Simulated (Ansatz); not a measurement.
# C₂H₂AlCl (SMILES C#[C][AlH][Cl]): a rigid scan of the bond length Al3–Cl4

An exercise on one series of results from a longer session: the logs are not shown, and one member is left open.

Program: Ansatz 0.2.0, Gaussian basis. Level of theory: single points in def2-TZVPP. These are calculated values, not measurements.

Levels: PBE-D4, r2SCAN-D4, PBE0-D4, B3LYP-D4, wB97M-V, Hartree-Fock, MP2, CCSD, CCSD(T). The scan takes 1.839, 1.912, 2.019, 2.143, 2.281, 2.587, 2.753, 2.926 Å.

Correlated methods freeze the cores. B3LYP uses VWN-RPA correlation.

19 further runs of the same task are left out: 1 that didn't finish, 18 set aside as unsound or not needed.

### Starting geometry

SMILES `C#[C][AlH][Cl]`, 6 atoms, charge 0, spin multiplicity 1.

Atoms are counted from 1 here; the program's logs count them from 0.

Bond lengths: C1–C2 1.182 Å, C1–H5 1.098 Å, C2–Al3 1.931 Å, Al3–Cl4 2.149 Å, Al3–H6 1.625 Å. Angles: C2–C1–H5 174.1°, C1–C2–Al3 177.6°, C2–Al3–Cl4 121.2°, C2–Al3–H6 118.9°, Cl4–Al3–H6 119.9°.

Geometry (Å):

```xyz
6
C2H2AlCl
C     0.31640    0.88840   -1.63880
C     0.12980    0.37390   -0.59090
Al   -0.11610   -0.51840    1.10330
Cl   -1.16880   -2.38740    1.23320
H     0.38790    1.41480   -2.59950
H     0.49290    0.16460    2.44660
```

The first run:

The input, pre/in.yaml:

```yaml
crystal:
  periodic: [false, false, false]
  atoms:
    - {symbol: C, position_ang: [0.316400, 0.888400, -1.638800]}
    - {symbol: C, position_ang: [0.129800, 0.373900, -0.590900]}
    - {symbol: Al, position_ang: [-0.116100, -0.518400, 1.103300]}
    - {symbol: Cl, position_ang: [-1.168800, -2.387400, 1.233200]}
    - {symbol: H, position_ang: [0.387900, 1.414800, -2.599500]}
    - {symbol: H, position_ang: [0.492900, 0.164600, 2.446600]}
basis:
  gaussian: {orbitals: def2-SVP}
hamiltonian: {xc: pbe, dispersion: d4}
relax: {f_tol: 0.03, max_steps: 250}
```

The command line of these runs was not kept.

Steps of the session up to this table: A first relaxation in a small basis; Finding the minimum; Reference energies at the minimum; Al3–Cl4 = 1.839 Å; Al3–Cl4 = 1.912 Å; Al3–Cl4 = 2.019 Å; Al3–Cl4 = 2.143 Å; Al3–Cl4 = 2.281 Å; Al3–Cl4 = 2.587 Å; Al3–Cl4 = 2.753 Å; Al3–Cl4 = 2.926 Å.

One of the session's tables, all rows but one given; the rest of the session is left out.

It belongs to the step «The curves». Energies less that of the minimum at the same level (meV):

```
bond length (Å)  PBE-D4  PBE0-D4  B3LYP-D4  wB97M-V  Hartree-Fock
          1.839     826      770       804      784           825
          1.912     386      345       369      354           375
          2.019      63       47        57       50            55
2.090 (minimum)       0        0         0        0             0
          2.143       9       22        14       20            19
          2.281     186      233       206      229           233
          2.587     960     1081      1012     1084          1120
          2.753       ?        ?         ?        ?             ?
          2.926    1912     2112      1990     2147          2227
```

Estimate the missing values for bond length (Å) = 2.753.

Worked estimate for «PBE-D4». A straight line through the neighbours (2.587, 960) and (2.926, 1912) gives 960 + (1912 − 960) × (2.753 − 2.587) / (2.926 − 2.587) = 1426; a parabola fitted to 3 rows on both sides gives 1414.

As computed: PBE-D4: 1434; PBE0-D4: 1594; B3LYP-D4: 1500; wB97M-V: 1610; Hartree-Fock: 1669. In «PBE-D4» the line misses by -8 and the parabola by -20.
